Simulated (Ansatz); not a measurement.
# BGeNH (quartet): from Hartree-Fock to the top rungs, cc-pVDZ

One table from this session's results is given with a row withheld; the runs are named, their logs left out.

The runs use Ansatz 0.2.0, Gaussian basis; cc-pVDZ, core rule «outside noble gas», up to 16 orbitals frozen.

The runs, in order: UHF; CCSD(T) on ROHF; CCSD(T) on UHF; BCCD(T) on ROHF; CISD; CCSDT(Q) on ROHF; CCSDT(Q) on UHF.

18 further runs of the same task are left out: 6 that didn't finish, 12 set aside as unsound or not needed.

**The system**

The geometry is a PBE0/def2-TZVP stationary point (not a proven minimum) of the parent state, kept for this charge and spin. No spin-orbit coupling is included. The filled d shell of Ge may be among the frozen orbitals whatever the setting's name suggests; the logs give the count.

4 atoms, charge 0, spin multiplicity 4.

Atoms are counted from 1 here; the program's logs count them from 0.

Bond lengths: Ge1–B2 2.032 Å, Ge1–H4 1.588 Å, B2–N3 1.314 Å. Angles: B2–Ge1–H4 89.3°, Ge1–B2–N3 176.5°.

Set-up of the first run:

in.yaml

```yaml
crystal:
  periodic: [false, false, false]
  atoms:
    - {symbol: Ge, position_ang: [0.000000, -0.030376, 0.698274]}
    - {symbol: B, position_ang: [0.000000, 0.043546, -1.332114]}
    - {symbol: N, position_ang: [0.000000, 0.011842, -2.646111]}
    - {symbol: H, position_ang: [0.000000, 1.557476, 0.736277]}
basis:
  gaussian: {orbitals: cc-pVDZ}
magnetization: {spin_polarized: true, initial_magnetization: 3}
hamiltonian: {xc: hf}
output: {orbitals: {seedname: orbitals}}
```

On the command line:

```console
$ ansatz run in.yaml --threads 1 --pin off --events-out ev --progress --plain --max-ram 2393MiB
```

Steps of the session up to this table: UHF; CCSD(T) on ROHF; CCSD(T) on UHF; BCCD(T) on ROHF; CISD; CCSDT(Q) on ROHF; CCSDT(Q) on UHF.

One of the session's tables, all rows but one given; the rest of the session is left out.

```
   method  from UCCSDT(Q) (meV)
     ROHF               +8475.3
      UHF               +8242.0
     RMP2               +1391.0
     UMP2               +1535.9
     CISD               +1184.2
    RCCSD                +419.0
    UCCSD                +397.6
 RCCSD(T)                 +97.0
 UCCSD(T)                     ?
  BCCD(T)                 +98.0
   RCCSDT                 +43.7
   UCCSDT                 +31.9
RCCSDT(Q)                 +17.3
UCCSDT(Q)                     0
```

**Question.** Estimate the row for UCCSD(T).

As computed: from UCCSDT(Q) (meV): +91.3. In the column «from UCCSDT(Q) (meV)» it lies between RCCSDT (+43.7) and RCCSD(T) (+97.0).

Caveats from the session: Restricted and unrestricted rows rest on different reference determinants; where their highest levels disagree by more than a few hundredths of an eV, they describe different states and don't form one ladder.
